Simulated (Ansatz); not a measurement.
# CH3CdClO: a ladder of functionals and wavefunction methods

How much do the methods differ for CH3CdClO? The plan is to run it at one geometry with functionals of several rungs and with coupled cluster. The yardstick is the atomisation energy at the CCSD(T) limit.

Program: Ansatz 0.2.0, Gaussian basis. Level of theory: functionals in def2-TZVPP, the program's frozen cores in correlated methods. These are calculated values, not measurements.

Plan: LDA (SPW92), PBE-D4, revPBE-D4, BLYP-D4, r2SCAN-D4, B97M-V, PBE0-D4, B3LYP-D4, r2SCANh-D4, r2SCAN0-D4, HSE06-D4, BHLYP-D4, CAM-B3LYP-D4, LC-ωPBE, ωB97X-V, ωB97M-V, B2PLYP, PBE-QIDH; CCSD(T)/def2-SVP; CCSD(T)/def2-TZVPP; CCSD(T)/def2-QZVPP; extrapolation to the limit; RPA on PBE.

## (1) The geometry

The geometry comes from an earlier relaxation with PBE0-D4 in a triple-zeta def2 set; it is a stationary point, not always the lowest conformer. Cd takes the def2 core potential; no spin-orbit term is included.

SMILES `C[O][Cd][Cl]`, 7 atoms, charge 0, spin multiplicity 1.

Atoms are counted from 1 here; the program's logs count them from 0.

Bond lengths: C1–O2 1.402 Å, C1–H5 1.099 Å, C1–H6 1.099 Å, C1–H7 1.096 Å, O2–Cd3 1.962 Å, Cd3–Cl4 2.264 Å. Angles: O2–C1–H5 113.2°, O2–C1–H6 113.2°, O2–C1–H7 107.9°, H5–C1–H6 107.7°, H5–C1–H7 107.2°, H6–C1–H7 107.2°, C1–O2–Cd3 122.5°, O2–Cd3–Cl4 175.8°.

Coordinates:

```xyz
7
CH3CdClO
C     0.76366    0.87159    0.17044
O     0.08735   -0.15298    0.84666
Cd   -1.15190   -1.37515   -0.05874
Cl   -2.60627   -2.86019   -0.95646
H     1.42972    0.50206   -0.62195
H     0.08852    1.61354   -0.27877
H     1.38895    1.40113    0.89883
```

## (2) LDA

This LDA is Slater exchange with PW92 correlation.

The input, in.yaml:

```yaml
crystal:
  periodic: [false, false, false]
  atoms:
    - {symbol: C, position_ang: [0.763657, 0.871593, 0.170443]}
    - {symbol: O, position_ang: [0.087351, -0.152983, 0.846663]}
    - {symbol: Cd, position_ang: [-1.151902, -1.375146, -0.058742]}
    - {symbol: Cl, position_ang: [-2.606267, -2.860187, -0.956463]}
    - {symbol: H, position_ang: [1.429715, 0.502057, -0.621951]}
    - {symbol: H, position_ang: [0.088522, 1.613538, -0.278774]}
    - {symbol: H, position_ang: [1.388945, 1.401127, 0.898834]}
basis:
  gaussian: {orbitals: def2-TZVPP}
hamiltonian: {xc: lda}
output: {orbitals: {seedname: orbitals}}
```

Run with:

```bash
$ ansatz run in.yaml --threads 2 --pin off --events-out ev --progress --plain --max-ram 32768MiB --backend cpu
```

After this run come: PBE-D4 (GGA); revPBE-D4 (GGA); BLYP-D4 (GGA); r2SCAN-D4 (meta-GGA); B97M-V (meta-GGA); PBE0-D4 (hybrid); B3LYP-D4 (hybrid); r2SCANh-D4 (hybrid); r2SCAN0-D4 (hybrid); HSE06-D4 (hybrid); BHLYP-D4 (hybrid); CAM-B3LYP-D4 (range-separated); LC-ωPBE (range-separated); ωB97X-V (range-separated); ωB97M-V (range-separated); B2PLYP (double hybrid); PBE-QIDH (double hybrid); CCSD(T) in def2-SVP; CCSD(T) in def2-TZVPP; CCSD(T) in def2-QZVPP; RPA on PBE orbitals.

**Question.** What will the summary of the whole plan be? Wanted: atomisation energy, CCSD(T)/CBS; farthest beyond LDA; mean size of error, GGA; mean size of error, meta-GGA; mean size of error, hybrid; mean size of error, range-separated; mean size of error, double hybrid; gap, smallest and largest; T1 diagnostic.

**Answer**, as computed:

| quantity | value |
| --- | --- |
| atomisation energy, CCSD(T)/CBS | 512.1 kcal/mol |
| functionals within 2.6 kcal/mol (0.5 %) | B97M-V, PBE0-D4, r2SCANh-D4, HSE06-D4, CAM-B3LYP-D4 |
| farthest beyond LDA | BHLYP-D4 (-24.0 kcal/mol) |
| mean size of error, GGA | 7.7 kcal/mol |
| mean size of error, meta-GGA | 2.5 kcal/mol |
| mean size of error, hybrid | 7.1 kcal/mol |
| mean size of error, range-separated | 3.1 kcal/mol |
| mean size of error, double hybrid | 7.6 kcal/mol |
| gap, smallest and largest | 3.23 eV (LDA (SPW92)), 10.66 eV (LC-ωPBE) |
| T1 diagnostic | 0.0157 |
| triples share of the correlation energy | 3.3 % |

**Reading.** LDA overbinds by 83.7 kcal/mol (16 %). PBE-D4 is off by +10.2 kcal/mol. Double hybrids carry the basis error of their MP2 part in triple zeta, and no dispersion term here, so their miss is partly the set-up's. Taken by rung, meta-GGA functionals do best (2.5 kcal/mol on average) and GGA ones worst beyond LDA (7.7 kcal/mol). The gap between the best rungs is small, so their order is not settled. Misses under about 2.6 kcal/mol are within the doubt on the reference itself, which lacks core-valence correlation, spin-orbit coupling and higher excitations. All levels share the lack of spin-orbit coupling, which lowers the free heavy atoms and so the true binding. Hartree-Fock recovers 70 % of the binding; the rest is correlation. CCSD(T) in def2-SVP is off by -31.6 kcal/mol, so the small basis spoils what the method gains. The gap grows from 3.2 to 10.7 eV across the functionals, mostly with the share of exact exchange. Correlated methods include outer-core shells of Cd, which these sets cover unevenly.
